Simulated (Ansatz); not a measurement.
# C8H10S (ethyl phenyl sulfide) at CCSD/STO-3G

We compute a structure relaxation of C8H10S (ethyl phenyl sulfide). 

The results are computed with Ansatz 0.2.0.

3 further runs of the same task are left out: 3 set aside as unsound or not needed.

### Step 1. The structure to begin with

The species is C8H10S (19 atoms), meant as a singlet with charge 0. As SMILES, `CCSc1ccccc1`. Geometry: relaxed at PBE0-D4/def2-TZVP. This is one conformer, not always the lowest. The run starts from this shape.

Some bond lengths: C1–C2 1.515 Å, C2–S3 1.802 Å, S3–C4 1.757 Å, C4–C5 1.392 Å, C5–C6 1.387 Å, C6–C7 1.386 Å, C7–C8 1.388 Å, C4–C9 1.395 Å, C8–C9 1.383 Å, C1–H10 1.091 Å, C1–H11 1.091 Å, C1–H12 1.094 Å, C2–H13 1.093 Å, C2–H14 1.093 Å, C5–H15 1.082 Å, C6–H16 1.084 Å. Some angles: C1–C2–S3 114.4°, C2–S3–C4 104.2°, S3–C4–C5 124.5°, S3–C4–C9 116.5°, C5–C4–C9 119.0°, C4–C5–C6 120.2°, C5–C6–C7 120.7°, C6–C7–C8 119.2°, C7–C8–C9 120.5°, C4–C9–C8 120.4°.

### Step 2. A geometry optimisation at CCSD/STO-3G

run.yaml reads:

```yaml
crystal:
  periodic: [false, false, false]
  atoms:
    - symbol: C
      position_ang: [-2.114900, -1.237900, 1.324900]
    - symbol: C
      position_ang: [-2.442500, 0.000000, 0.514500]
    - symbol: S
      position_ang: [-1.678200, 0.045500, -1.117300]
    - symbol: C
      position_ang: [0.035000, 0.245900, -0.783900]
    - symbol: C
      position_ang: [0.554500, 0.709200, 0.421500]
    - symbol: C
      position_ang: [1.923300, 0.872600, 0.573300]
    - symbol: C
      position_ang: [2.790100, 0.589000, -0.469700]
    - symbol: C
      position_ang: [2.273600, 0.131900, -1.674300]
    - symbol: C
      position_ang: [0.910800, -0.046400, -1.830300]
    - symbol: H
      position_ang: [-1.043500, -1.317200, 1.515800]
    - symbol: H
      position_ang: [-2.427400, -2.138600, 0.794200]
    - symbol: H
      position_ang: [-2.629700, -1.209200, 2.289600]
    - symbol: H
      position_ang: [-3.511000, 0.046200, 0.289200]
    - symbol: H
      position_ang: [-2.203500, 0.919800, 1.053700]
    - symbol: H
      position_ang: [-0.100900, 0.951200, 1.248200]
    - symbol: H
      position_ang: [2.311600, 1.230900, 1.520300]
    - symbol: H
      position_ang: [3.858400, 0.719800, -0.345500]
    - symbol: H
      position_ang: [2.938400, -0.097900, -2.499300]
    - symbol: H
      position_ang: [0.514200, -0.418900, -2.768400]
basis:
  gaussian:
    orbitals: STO-3G
magnetization:
  spin_polarized: false
correlation:
  method: ccsd
  frozen_orbitals: {C: 1, H: 0, S: 5}
accuracy: high
scf:
  lower_state_search: "off"
relax: {}
output: {orbitals: {seedname: orbitals}}
```

Started as:

```console
$ ansatz run run.yaml --threads 1 --pin off --max-ram 2610MiB --events-out events.jsonl --progress --plain --runs-dir runs
```

**Question.** What will come out? Wanted: total energy at the end; dipole moment; HOMO energy; LUMO energy; HOMO–LUMO gap; correlation energy; T1 diagnostic.

**Answer.** As computed:

At CCSD/STO-3G, 13 core orbitals frozen:

| quantity | value |
| --- | --- |
| total energy at the end | -698.83207 Eh |
| dipole moment (correlated density) | 0.80 D |
| HOMO energy (Hartree–Fock orbitals) | -5.94 eV |
| LUMO energy (Hartree–Fock orbitals) | 7.17 eV |
| HOMO–LUMO gap (Hartree–Fock orbitals) | 13.11 eV |
| correlation energy (13 core orbitals frozen) | -613.9 mEh |
| T1 diagnostic | 0.005 |

What this shows: At the final geometry: Some bond lengths: C1–C2 1.570 Å, C2–S3 1.839 Å, S3–C4 1.804 Å, C4–C5 1.427 Å, C5–C6 1.423 Å, C6–C7 1.419 Å, C7–C8 1.423 Å, C4–C9 1.434 Å, C8–C9 1.418 Å, C1–H10 1.111 Å, C1–H11 1.112 Å, C1–H12 1.112 Å, C2–H13 1.115 Å, C2–H14 1.114 Å, C5–H15 1.105 Å, C6–H16 1.108 Å. Some angles: C1–C2–S3 114.6°, C2–S3–C4 102.4°, S3–C4–C5 125.8°, S3–C4–C9 116.1°, C5–C4–C9 118.0°, C4–C5–C6 120.7°, C5–C6–C7 120.6°, C6–C7–C8 119.3°, C7–C8–C9 120.1°, C4–C9–C8 121.2°. The restricted solution is unstable to spin breaking: an unrestricted one lies lower. The optimisation took 6 steps and changed the energy by -0.432 eV. Mulliken charges run from -0.17 on C2 to +0.18 on S3; they depend strongly on the basis.
